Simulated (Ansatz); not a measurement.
**FH5SiSn: up Jacob's ladder to CCSD(T)**

The task here is to estimate one member of a computed series from the others.

Computed with Ansatz 0.2.0, Gaussian basis. Level: functionals in def2-TZVPP, the program's frozen cores in correlated methods.

The runs, in order: LDA (SPW92), PBE-D4, revPBE-D4, BLYP-D4, r2SCAN-D4, B97M-V, PBE0-D4, B3LYP-D4, r2SCANh-D4, r2SCAN0-D4, HSE06-D4, BHLYP-D4, CAM-B3LYP-D4, LC-ωPBE, ωB97X-V, ωB97M-V, B2PLYP, PBE-QIDH; CCSD(T)/def2-SVP; CCSD(T)/def2-TZVPP; MP2/def2-QZVPP; extrapolation to the limit; RPA on PBE.

## Structure used throughout

All runs share one geometry, relaxed beforehand with PBE0-D4 in a triple-zeta def2 set. Sn takes the def2 core potential; no spin-orbit term is included.

8 atoms, charge 0, spin multiplicity 1.

Atoms are counted from 1 here; the program's logs count them from 0.

Bond lengths: F1–Si2 1.607 Å, Si2–Sn3 2.568 Å, Si2–H4 1.486 Å, Si2–H5 1.486 Å, Sn3–H6 1.706 Å, Sn3–H7 1.706 Å, Sn3–H8 1.708 Å. Angles: F1–Si2–Sn3 109.3°, F1–Si2–H4 107.7°, F1–Si2–H5 107.7°, Sn3–Si2–H4 111.6°, Sn3–Si2–H5 111.6°, H4–Si2–H5 108.9°, Si2–Sn3–H6 110.9°, Si2–Sn3–H7 110.9°, Si2–Sn3–H8 109.5°, H6–Sn3–H7 108.7°, H6–Sn3–H8 108.4°, H7–Sn3–H8 108.4°.

Set-up of the first run:

Input file in.yaml:

```yaml
crystal:
  periodic: [false, false, false]
  atoms:
    - {symbol: F, position_ang: [-2.233082, -0.243470, -0.726605]}
    - {symbol: Si, position_ang: [-0.780185, 0.402176, -0.959198]}
    - {symbol: Sn, position_ang: [0.804180, -0.385065, 0.901532]}
    - {symbol: H, position_ang: [-0.305298, -0.027815, -2.299822]}
    - {symbol: H, position_ang: [-0.937692, 1.879627, -0.955067]}
    - {symbol: H, position_ang: [0.239349, 0.110853, 2.432707]}
    - {symbol: H, position_ang: [0.951825, -2.084359, 0.896680]}
    - {symbol: H, position_ang: [2.353204, 0.290954, 0.653971]}
basis:
  gaussian: {orbitals: def2-TZVPP}
hamiltonian: {xc: lda}
output: {orbitals: {seedname: orbitals}}
```

Run with:

```
> ansatz run in.yaml --threads 2 --pin off --events-out ev --progress --plain --max-ram 4352MiB
```

Steps of the session up to this table: LDA; PBE-D4 (GGA); revPBE-D4 (GGA); BLYP-D4 (GGA); r2SCAN-D4 (meta-GGA); B97M-V (meta-GGA); PBE0-D4 (hybrid); B3LYP-D4 (hybrid); r2SCANh-D4 (hybrid); r2SCAN0-D4 (hybrid); HSE06-D4 (hybrid); BHLYP-D4 (hybrid); CAM-B3LYP-D4 (range-separated); LC-ωPBE (range-separated); ωB97X-V (range-separated); ωB97M-V (range-separated); B2PLYP (double hybrid); PBE-QIDH (double hybrid).

One table of the session follows, with a row left open; its other results are not shown here.

It belongs to the step «Orbital energies across the functionals». 

| functional | HOMO (eV) | gap (eV) |
| --- | --- | --- |
| LDA (SPW92) | -7.02 | 5.24 |
| PBE-D4 | -6.92 | 5.36 |
| revPBE-D4 | -6.87 | 5.41 |
| BLYP-D4 | -6.79 | 5.38 |
| r2SCAN-D4 | -7.19 | 5.94 |
| B97M-V | -7.29 | 5.84 |
| PBE0-D4 | -8.03 | 7.29 |
| B3LYP-D4 | -7.84 | 6.91 |
| r2SCANh-D4 | ? | ? |
| r2SCAN0-D4 | -8.20 | 7.65 |
| HSE06-D4 | -7.64 | 6.53 |
| BHLYP-D4 | -9.04 | 9.16 |
| CAM-B3LYP-D4 | -9.28 | 9.55 |
| LC-ωPBE | -10.55 | 11.94 |
| ωB97X-V | -10.24 | 11.50 |
| ωB97M-V | -10.04 | 11.00 |

Q: Estimate the row for r2SCANh-D4 from the others.

Worked estimate for «HOMO (eV)». Against the share of exact exchange, r2SCAN-D4 (0, -7.19), r2SCAN0-D4 (0.25, -8.20) give a slope of -4.04 per unit share; at 0.1 the line stands at -7.59.

As computed: HOMO (eV): -7.59; gap (eV): 6.62. In «HOMO (eV)» the line misses by 0.00.
